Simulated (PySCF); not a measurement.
# Cu(OH)2: structure of the doublet

Where does doublet Cu(OH)2 go from a linear start, is the end point a minimum, and what are its modes, charges and moments?

Program: PySCF 2.14.0. Level of theory: PBE0, basis Cu def2-TZVP, O def2-TZVP, H def2-TZVP, no relativity, density fitting. These are calculated values, not measurements.

## (1) The system as given

5 atoms, charge 0, spin multiplicity 2.

Bond lengths: Cu1–O2 1.750 Å, Cu1–O3 1.750 Å, O2–H4 0.960 Å, O3–H5 0.960 Å. Angles: O2–Cu1–O3 180.0°, Cu1–O2–H4 130.0°, Cu1–O3–H5 130.0°.

```xyz
5
charge 0 multiplicity 2
Cu    0.0000    0.0000    0.0000
O     0.0000    0.0000    1.7500
O     0.0000    0.0000   -1.7500
H    -0.7354    0.0000    2.3671
H     0.7354    0.0000   -2.3671
```

## (2) Finding the electronic state

The steps below are one call of a driver around PySCF. For each, scf.py gives the equivalent set-up of the SCF; relaxations use the driver's own optimiser. After this first run the driver tries any further starts and a stability analysis.

scf.py reads:

```python
from pyscf import gto, scf, dft
mol = gto.M(atom='''
Cu     0.000000     0.000000     0.000000
O      0.000000     0.000000     1.750000
O      0.000000     0.000000    -1.750000
H     -0.735400     0.000000     2.367100
H      0.735400     0.000000    -2.367100''',
    basis={'Cu': 'def2-TZVP', 'O': 'def2-TZVP', 'H': 'def2-TZVP'},
    charge=0, spin=1)
mf = dft.UKS(mol, xc='PBE0')
mf.grids.atom_grid = (50, 194)
aux = {'Cu': 'def2-universal-JKFIT', 'O': 'def2-universal-JKFIT', 'H': 'def2-universal-JKFIT'}
mf = mf.density_fit(auxbasis=aux)
mf.conv_tol = 1e-08
mf.diis_space = 10
mf.max_cycle = 60
mf.init_guess = 'minao'
mf.verbose = 4
mf.kernel()
```

Started as:

```console
OMP_NUM_THREADS=4 python axn.py task.json out
```

What it wrote:

```text
init E= -1791.43321113256
[... the frontier-level lines of each cycle are left out ...]
cycle= 1 E= -1789.56309670978  delta_E= 1.87  |g|= 3.36  |ddm|=  1.5
cycle= 2 E= -1781.04247098999  delta_E= 8.52  |g|= 6.83  |ddm|= 6.01
cycle= 3 E= -1791.45844244171  delta_E= -10.4  |g|= 1.42  |ddm|= 5.48
cycle= 4 E= -1791.51607795606  delta_E= -0.0576  |g|= 0.905  |ddm|= 0.73
cycle= 5 E= -1791.82151165854  delta_E= -0.305  |g|= 0.0787  |ddm|= 0.488
cycle= 6 E= -1791.82203911393  delta_E= -0.000527  |g|= 0.122  |ddm|= 0.11
cycle= 7 E= -1791.82478008891  delta_E= -0.00274  |g|= 0.0577  |ddm|= 0.0468
cycle= 8 E= -1791.82560887538  delta_E= -0.000829  |g|= 0.0181  |ddm|= 0.0387
cycle= 9 E= -1791.82570476287  delta_E= -9.59e-05  |g|= 0.0017  |ddm|= 0.0181
cycle= 10 E= -1791.82570586849  delta_E= -1.11e-06  |g|= 0.000593  |ddm|= 0.00138
cycle= 11 E= -1791.82570605358  delta_E= -1.85e-07  |g|= 7.12e-05  |ddm|= 0.000765
cycle= 12 E= -1791.82570607387  delta_E= -2.03e-08  |g|= 5.15e-05  |ddm|= 0.000258
cycle= 13 E= -1791.82570608323  delta_E= -9.37e-09  |g|= 2.19e-05  |ddm|= 0.000217
Extra cycle  E= -1791.82570608395  delta_E= -7.11e-10  |g|= 5.02e-05  |ddm|= 5.31e-05
converged SCF energy = -1791.82570608395  <S^2> = 0.75784218  2S+1 = 2.0078269
```

This step, with its further starts and checks, ran for 14 s (4 threads of Arm Neoverse V2, shared host).

Energies from each starting density:

```csv
start,energy (Eh)
the minimal-basis guess,-1791.825706
a thermally smeared density,-1791.825706
a smeared PBE density,-1791.825706
```

No lower solution of this spin turned up from the other starts or in the test of internal stability.

## (3) Relaxation: linear start, doublet

The program finds C2h symmetry in the start, which this walk keeps.

scf.py: that of step 2 with these lines changed.

```diff
@@ -5 +5 @@
-O      0.000000     0.000000    -1.750000
+O     -0.000000     0.000000    -1.750000
@@ -17 +16,0 @@
-mf.init_guess = 'minao'
```

Steps of the walk:

```csv
step,energy (Eh),change (kJ/mol),largest symmetric gradient (Eh/bohr)
0,-1791.825706,0.00,0.00669
1,-1791.826867,-3.05,0.00525
2,-1791.828399,-7.07,0.00933
3,-1791.828666,-7.77,0.00424
4,-1791.828725,-7.93,0.00047
5,-1791.828726,-7.93,0.00004
```

The walk took 13 s.

It settles in C2h symmetry, 7.9 kJ/mol below the start, after 5 steps: Cu–O 1.741 Å (×2), O–H 0.961 Å (×2); Cu–O–H 116.5° (×2), O–Cu–O 180.0°.

## (4) Vibrations and properties at this point

The point is checked on the finer grid, and tightened if its gradient asks for it. The Hessian and the dipole derivatives come from central differences of analytic gradients, with steps of 0.02 bohr.

scf.py: that of step 3 with these lines changed.

```diff
@@ -4,4 +4,4 @@
-O      0.000000     0.000000     1.750000
-O     -0.000000     0.000000    -1.750000
-H     -0.735400     0.000000     2.367100
-H      0.735400     0.000000    -2.367100''',
+O      0.087304     0.000000     1.739090
+O     -0.087304     0.000000    -1.739090
+H     -0.750515     0.000000     2.210012
+H      0.750515     0.000000    -2.210012''',
@@ -11 +11 @@
-mf.grids.atom_grid = (50, 194)
+mf.grids.atom_grid = (75, 302)
@@ -14 +14 @@
-mf.conv_tol = 1e-08
+mf.conv_tol = 1e-10
```

This SCF starts from the last density.

Log of the central SCF (cycles and frontier levels):

```text
init E= -1791.82865086823
[... the frontier-level lines of each cycle are left out ...]
cycle= 1 E= -1791.82865086803  delta_E= 1.96e-10  |g|= 3.4e-05  |ddm|= 1.39e-05
cycle= 2 E= -1791.82865086555  delta_E= 2.48e-09  |g|= 0.000122  |ddm|= 4.9e-05
cycle= 3 E= -1791.82865086823  delta_E= -2.68e-09  |g|= 3.09e-07  |ddm|= 3.82e-05
cycle= 4 E= -1791.82865086824  delta_E= -1.43e-11  |g|= 2.07e-07  |ddm|= 3.47e-07
Extra cycle  E= -1791.82865086823  delta_E= 1.21e-11  |g|= 3.51e-07  |ddm|= 5.17e-07
converged SCF energy = -1791.82865086823  <S^2> = 0.75786837  2S+1 = 2.007853
```

The whole step took 55 s.

Geometry: C2h; Cu–O 1.741 Å (×2), O–H 0.961 Å (×2); Cu–O–H 116.5° (×2), O–Cu–O 180.0°.

Modes, for the most abundant isotopes:

```json
{"symmetry": "au", "ω (cm⁻¹)": "109", "IR (km/mol)": "1.1", "μ (u)": "5.72"}
{"symmetry": "bu", "ω (cm⁻¹)": "195", "IR (km/mol)": "13.3", "μ (u)": "5.91"}
{"symmetry": "au", "ω (cm⁻¹)": "521", "IR (km/mol)": "207", "μ (u)": "1.18"}
{"symmetry": "ag", "ω (cm⁻¹)": "618", "IR (km/mol)": "0.0", "μ (u)": "8.51"}
{"symmetry": "ag", "ω (cm⁻¹)": "696", "IR (km/mol)": "0.0", "μ (u)": "1.11"}
{"symmetry": "bu", "ω (cm⁻¹)": "727", "IR (km/mol)": "248", "μ (u)": "1.19"}
{"symmetry": "bu", "ω (cm⁻¹)": "777", "IR (km/mol)": "82.2", "μ (u)": "10.95"}
{"symmetry": "bu", "ω (cm⁻¹)": "3875", "IR (km/mol)": "256", "μ (u)": "1.07"}
{"symmetry": "ag", "ω (cm⁻¹)": "3879", "IR (km/mol)": "0.0", "μ (u)": "1.07"}
```

Every mode is real; the point is a minimum.

Properties at this point:

```
Dipole moment                                                   : 0.00 D
Highest occupied level                                          : -8.24 eV
Lowest empty level                                              : -4.30 eV
Rotational constants                                            : 12.42, 0.1581, 0.1561 cm⁻¹
Zero-point energy                                               : 68.2 kJ/mol
Principal polarisabilities                                      : 19.9, 22.8, 74.6 bohr³
Atomisation energy without zero-point energy                    : 1431 kJ/mol
Principal traceless quadrupole moments about the centre of mass : -11.28, -0.30, 11.58 D Å
Entropy at 298.15 K and 1 bar (electronic part: spin only)      : 285.2 J/(mol K)
Heat capacity Cp at 298.15 K                                    : 67.9 J/(mol K)
Enthalpy at 298.15 K above 0 K                                  : 15.03 kJ/mol
Rotational symmetry number                                      : 2
Spin squared ⟨S²⟩                                               : 0.758
```

Populations by atom (charges in e):

```tsv
atom	Mulliken	Löwdin	polar tensor	spin (Mulliken)	Mayer order to Cu1
Cu1	0.52	0.35	0.83	0.49	–
O2,3	-0.59	-0.34	-0.70	0.26	1.07
H4,5	0.33	0.16	0.29	-0.01	0.00
```

Outer orbital energies (eV). α occupied: -12.11, -11.05, -11.05, -9.98, -9.70, -9.50, -8.75, -8.58; empty: -0.48, 1.50, 2.94, 2.99. β occupied: -11.77, -10.57, -10.55, -9.83, -9.54, -9.31, -8.31, -8.24; empty: -4.30, -0.43, 1.53, 2.88.

Mulliken populations on Cu1: s 6.75, p 12.31, d 9.42, f 0.00.

## (5) Results

```
                                          quantity                                                                                       value
                                           minimum                                                                                doublet, C2h
                                          geometry                      Cu–O 1.741 Å (×2), O–H 0.961 Å (×2); Cu–O–H 116.5° (×2), O–Cu–O 180.0°
                                wavenumbers (cm⁻¹)  109 (au), 195 (bu), 521 (au), 618 (ag), 696 (ag), 727 (bu), 777 (bu), 3875 (bu), 3879 (ag)
                                     dipole moment                                                                                      0.00 D
highest occupied, lowest empty level (either spin)                                                                             -8.24, -4.30 eV
                        polar-tensor charge of Cu1                                                                                     +0.83 e
                                 zero-point energy                                                                                 68.2 kJ/mol
                               entropy at 298.15 K                                                                             285.2 J/(mol K)
         atomisation energy (no zero-point energy)                                                                                 1431 kJ/mol
                                              ⟨S²⟩                                                                                       0.758
```

In words: The molecule stays C2h, as typed, and the end point is a minimum. The strongest infrared band lies at 3875 cm⁻¹ (bu). Cu1 has a polar-tensor charge of +0.8 e (a dipole derivative, not a static charge), yet symmetry cancels the bond dipoles. Other starts or spin states, not run here, may lie lower. One determinant may miss the lowest occupation of an open d or f shell.

The search up to here took 81 s.
